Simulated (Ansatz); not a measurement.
# C2H5NSi: how energies converge with the basis set

How large a basis does C2H5NSi need? Two functionals are run in growing sets.

Method: one geometry, several basis sets; program: Ansatz 0.2.0, Gaussian basis.

Levels to be run: PBE0-D4/def2-SVP; ωB97M-V/def2-SVP; PBE0-D4/def2-QZVPP; ωB97M-V/def2-QZVPP; the functionals' def2-TZVPP values are taken from earlier runs.

## 1. Structure used throughout

All runs share one geometry, relaxed beforehand with PBE0-D4 in a triple-zeta def2 set.

9 atoms, charge 0, spin multiplicity 1.

Atoms are counted from 1 here; the program's logs count them from 0.

Bond lengths: N1–C2 1.215 Å, N1–H5 1.016 Å, C2–C3 1.307 Å, C3–Si4 1.849 Å, C3–H6 1.086 Å, Si4–H7 1.485 Å, Si4–H8 1.487 Å, Si4–H9 1.488 Å. Angles: C2–N1–H5 117.8°, N1–C2–C3 174.1°, C2–C3–Si4 121.0°, C2–C3–H6 117.6°, Si4–C3–H6 121.5°, C3–Si4–H7 108.6°, C3–Si4–H8 110.9°, C3–Si4–H9 110.8°, H7–Si4–H8 109.5°, H7–Si4–H9 109.4°, H8–Si4–H9 107.7°.

## 2. PBE0-D4 in def2-SVP

in.yaml reads:

```yaml
crystal:
  periodic: [false, false, false]
  atoms:
    - {symbol: N, position_ang: [0.336327, 0.852558, -2.253733]}
    - {symbol: C, position_ang: [0.485740, 0.660269, -1.063641]}
    - {symbol: C, position_ang: [0.690758, 0.331455, 0.184885]}
    - {symbol: Si, position_ang: [-0.445944, -0.834161, 1.061496]}
    - {symbol: H, position_ang: [-0.241366, 1.638155, -2.537959]}
    - {symbol: H, position_ang: [1.547733, 0.771094, 0.685734]}
    - {symbol: H, position_ang: [-1.518649, -1.245716, 0.121185]}
    - {symbol: H, position_ang: [0.290326, -2.037141, 1.533310]}
    - {symbol: H, position_ang: [-1.056523, -0.182914, 2.251621]}
basis:
  gaussian: {orbitals: def2-SVP}
hamiltonian: {xc: pbe0, dispersion: d4}
output: {orbitals: {seedname: orbitals}}
```

Command:

```sh
$ ansatz run in.yaml --threads 2 --pin off --events-out ev --progress --plain --max-ram 4352MiB
```

After this run come: ωB97M-V in def2-SVP; PBE0-D4 in def2-QZVPP; ωB97M-V in def2-QZVPP.

Q: Predict the results of all the runs planned. Wanted: PBE0-D4: double and triple zeta above quadruple; ωB97M-V: double and triple zeta above quadruple.

**Answer**, as computed:

| quantity | value |
| --- | --- |
| PBE0-D4: double and triple zeta above quadruple | 7.36, 0.47 eV |
| ωB97M-V: double and triple zeta above quadruple | 7.54, 0.43 eV |

**Reading.** For PBE0-D4 the step from double to triple zeta gains 6.89 eV and the next only 0.47 eV. Total energies overstate the basis error of differences, where much of it tends to cancel. The LUMO of ωB97M-V is positive and keeps falling with the basis (2.27 to 1.45 eV): an unbound level that the basis holds in place.
